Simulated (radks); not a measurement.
# Ionising hafnium step by step, Hf⁶⁺ to Hf¹⁶⁺

How much does each further electron of hafnium cost? Each ion is computed in its NIST ground configuration. Each value is a difference of total energies (Δ-SCF).

The numbers are computed with radks (a radial shooting solver on a logarithmic mesh, Libxc functionals) version 1 (Dirac Kohn-Sham, PBE, spin-unpolarised, spherical densities, finite nucleus; open shells fill j = l - 1/2 first), except any that are marked as measured or tabulated.

## 1. Starting point

| Property | Result |
| --- | --- |
| element | hafnium (Z = 72) |
| charges | 6 to 16 |
| first configuration | [Kr] 4d10 4f13 5s2 5p5 |
| last configuration | [Kr] 4d10 4f10 |

## 2. Hf⁶⁺, [Kr] 4d10 4f13 5s2 5p5

The run's settings:

```text
Z 72
configuration [Kr] 4d10 4f13 5s2 5p5 6s0 5d0
relativity Dirac
functional pbe,pbe
spin unpolarised
j_filling energy
nucleus finite rms 5.347 fm
c 137.035999084
```

## 3. Hf⁷⁺, [Kr] 4d10 4f13 5s2 5p4

Changes since step 2:

```diff
@@ -1,3 +1,3 @@
 Z 72
-configuration [Kr] 4d10 4f13 5s2 5p5 6s0 5d0
+configuration [Kr] 4d10 4f13 5s2 5p4
 relativity Dirac
```

## 4. Hf⁸⁺, [Kr] 4d10 4f13 5s2 5p3

Changes since step 3:

```diff
@@ -1,3 +1,3 @@
 Z 72
-configuration [Kr] 4d10 4f13 5s2 5p4
+configuration [Kr] 4d10 4f13 5s2 5p3
 relativity Dirac
```

## 5. Hf⁹⁺, [Kr] 4d10 4f13 5s2 5p2

Changes since step 4:

```diff
@@ -1,3 +1,3 @@
 Z 72
-configuration [Kr] 4d10 4f13 5s2 5p3
+configuration [Kr] 4d10 4f13 5s2 5p2 6s0 5d0
 relativity Dirac
```

## 6. Hf¹⁰⁺, [Kr] 4d10 4f12 5s2 5p2

Changes since step 5:

```diff
@@ -1,3 +1,3 @@
 Z 72
-configuration [Kr] 4d10 4f13 5s2 5p2 6s0 5d0
+configuration [Kr] 4d10 4f12 5s2 5p2
 relativity Dirac
```

## 7. Hf¹¹⁺, [Kr] 4d10 4f12 5s2 5p1

Changes since step 6:

```diff
@@ -1,3 +1,3 @@
 Z 72
-configuration [Kr] 4d10 4f12 5s2 5p2
+configuration [Kr] 4d10 4f12 5s2 5p1
 relativity Dirac
```

## 8. Hf¹²⁺, [Kr] 4d10 4f12 5s2

Changes since step 7:

```diff
@@ -1,3 +1,3 @@
 Z 72
-configuration [Kr] 4d10 4f12 5s2 5p1
+configuration [Kr] 4d10 4f12 5s2 5p0 6s0
 relativity Dirac
```

## 9. Hf¹³⁺, [Kr] 4d10 4f11 5s2

Changes since step 8:

```diff
@@ -1,3 +1,3 @@
 Z 72
-configuration [Kr] 4d10 4f12 5s2 5p0 6s0
+configuration [Kr] 4d10 4f11 5s2 5p0 6s0
 relativity Dirac
```

## 10. Hf¹⁴⁺, [Kr] 4d10 4f11 5s1

Changes since step 9:

```diff
@@ -1,3 +1,3 @@
 Z 72
-configuration [Kr] 4d10 4f11 5s2 5p0 6s0
+configuration [Kr] 4d10 4f11 5s1
 relativity Dirac
```

## 11. Hf¹⁵⁺, [Kr] 4d10 4f11

Changes since step 10:

```diff
@@ -1,3 +1,3 @@
 Z 72
-configuration [Kr] 4d10 4f11 5s1
+configuration [Kr] 4d10 4f11 5s0 5p0
 relativity Dirac
```

## 12. Hf¹⁶⁺, [Kr] 4d10 4f10

Changes since step 11:

```diff
@@ -1,3 +1,3 @@
 Z 72
-configuration [Kr] 4d10 4f11 5s0 5p0
+configuration [Kr] 4d10 4f10 5s0 5p0
 relativity Dirac
```

**Question.** What will these runs give? Wanted: for each run, species; configuration; Δ-SCF; −ε(HOMO); NIST; error.

The runs gave:

```tsv
species	configuration	Δ-SCF (eV)	−ε(HOMO) (eV)	NIST (eV)	error (%)
Hf⁶⁺	[Kr] 4d10 4f13 5s2 5p5	116.71	99.694	118 (theory)	-1.1
Hf⁷⁺	[Kr] 4d10 4f13 5s2 5p4	134.28	119.27	137 (theory)	-2.0
Hf⁸⁺	[Kr] 4d10 4f13 5s2 5p3	152.28	139.52	157 (theory)	-3.0
Hf⁹⁺	[Kr] 4d10 4f13 5s2 5p2	175.10	160.40	187 (theory)	-6.4
Hf¹⁰⁺	[Kr] 4d10 4f12 5s2 5p2	204.65	190.08	209 (theory)	-2.1
Hf¹¹⁺	[Kr] 4d10 4f12 5s2 5p1	225.02	213.27	230 (theory)	-2.2
Hf¹²⁺	[Kr] 4d10 4f12 5s2	253.40	237.02	270 (theory)	-6.1
Hf¹³⁺	[Kr] 4d10 4f11 5s2	302.81	270.03	310 (theory)	-2.3
Hf¹⁴⁺	[Kr] 4d10 4f11 5s1	325.46	295.97	334 (theory)	-2.6
Hf¹⁵⁺	[Kr] 4d10 4f11	340.29	322.40	359 (theory)	-5.2
```

**Reading.** Reference values: NIST Atomic Spectra Database (exp. measured, semi-emp. semi-empirical, theory a theoretical value adopted there). The steepest step, after dividing by the final charge, comes at Hf¹³⁺ in [Kr] 4d10 4f11 5s2, where the value goes from 253.40 to 302.81 eV. Minus the highest eigenvalue gives 85 to 95 % of the Δ-SCF value along the ladder. Spin polarisation and multiplet splitting are left out, so open shells lie too high by an amount that depends on their filling.
